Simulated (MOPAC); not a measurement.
# MNDO(5 orbitals) (COSMO dmf, active occupied 4, ci CISDT, root 1) run of C4H12OSi (SMILES C[SiH2]C(C)CO)

Aim: the vertical excitations of C4H12OSi. 

Program for the calculation: MOPAC 23.2.5.

2 further runs of the same task are left out: 1 that didn't finish, 1 set aside as unsound or not needed.

### Step 1. The molecule

C4H12OSi: 18 atoms, total charge 0, spin state singlet. SMILES: `C[SiH2]C(C)CO`. The shape comes from a force field and isn't a relaxed structure. This is one conformer, not always the lowest.

Some bond lengths: C1–Si2 1.827 Å, Si2–C3 1.920 Å, C3–C4 1.492 Å, C3–C5 1.514 Å, C5–O6 1.414 Å, C1–H7 1.095 Å, C1–H8 1.044 Å, C1–H9 1.127 Å, Si2–H10 1.472 Å, Si2–H11 1.497 Å, C3–H12 1.154 Å, C4–H13 1.138 Å, C4–H14 1.174 Å, C4–H15 1.041 Å, C5–H16 1.149 Å, C5–H17 1.089 Å. Some angles: C1–Si2–C3 113.5°, Si2–C3–C4 113.7°, Si2–C3–C5 112.9°, C4–C3–C5 115.6°, C3–C5–O6 111.7°, C1–Si2–H10 110.0°, C1–Si2–H11 108.9°, C3–Si2–H10 107.9°, C3–Si2–H11 108.8°, Si2–C1–H7 110.6°.

### Step 2. The excited states at MNDO(5 orbitals) (COSMO dmf, active occupied 4, ci CISDT, root 1)

c4h12osi.mop reads:

```
MNDO EPS=37.2 CISDT N**2=2.047 1SCF C.I.=(5,4) MECI AUX(PRECISION=6) T=10M THREADS=1
job C4H12OSi

C
Si 1 r2
C 2 r3 1 a3
C 3 r4 2 a4 1 d4
C 3 r5 4 a5 2 d5
O 5 r6 3 a6 4 d6
H 1 r7 2 a7 3 d7
H 1 r8 7 a8 2 d8
H 1 r9 8 a9 7 d9
H 2 r10 1 a10 8 d10
H 2 r11 10 a11 1 d11
H 3 r12 4 a12 5 d12
H 4 r13 3 a13 12 d13
H 4 r14 13 a14 3 d14
H 4 r15 13 a15 14 d15
H 5 r16 6 a16 3 d16
H 5 r17 16 a17 6 d17
H 6 r18 5 a18 17 d18

r2 1.826709
r3 1.920429
a3 113.540380
r4 1.492396
a4 113.686760
d4 -68.131500
r5 1.513534
a5 115.604810
d5 -132.949050
r6 1.413773
a6 111.677810
d6 56.040320
r7 1.095238
a7 110.634040
d7 -59.009940
r8 1.043949
a8 111.968660
d8 126.628100
r9 1.126530
a9 109.536820
d9 -113.496410
r10 1.471940
a10 109.959540
d10 53.737080
r11 1.497056
a11 107.435230
d11 118.425860
r12 1.154153
a12 104.954450
d12 -115.541980
r13 1.137545
a13 113.262460
d13 -71.299080
r14 1.174025
a14 99.243460
d14 114.795970
r15 1.041416
a15 111.307310
d15 112.576490
r16 1.149019
a16 107.057230
d16 121.257950
r17 1.088785
a17 104.294680
d17 -116.094020
r18 0.972900
a18 108.706170
d18 157.307070
```

On the command line:

```console
$ mopac c4h12osi.mop
```

**Question.** What will come out? Wanted: dipole moment; HOMO energy; LUMO energy; HOMO–LUMO gap; heat of formation; lowest excitation energy within this active space.

**Answer.** As computed:

Level: MNDO(5 orbitals) (COSMO dmf, active occupied 4, ci CISDT, root 1).

```
                                         quantity           value
                                    dipole moment          1.52 D
                                      HOMO energy       -10.57 eV
                                      LUMO energy         1.93 eV
                                    HOMO–LUMO gap        12.50 eV
                                heat of formation  -67.4 kcal/mol
lowest excitation energy within this active space         6.05 eV
```
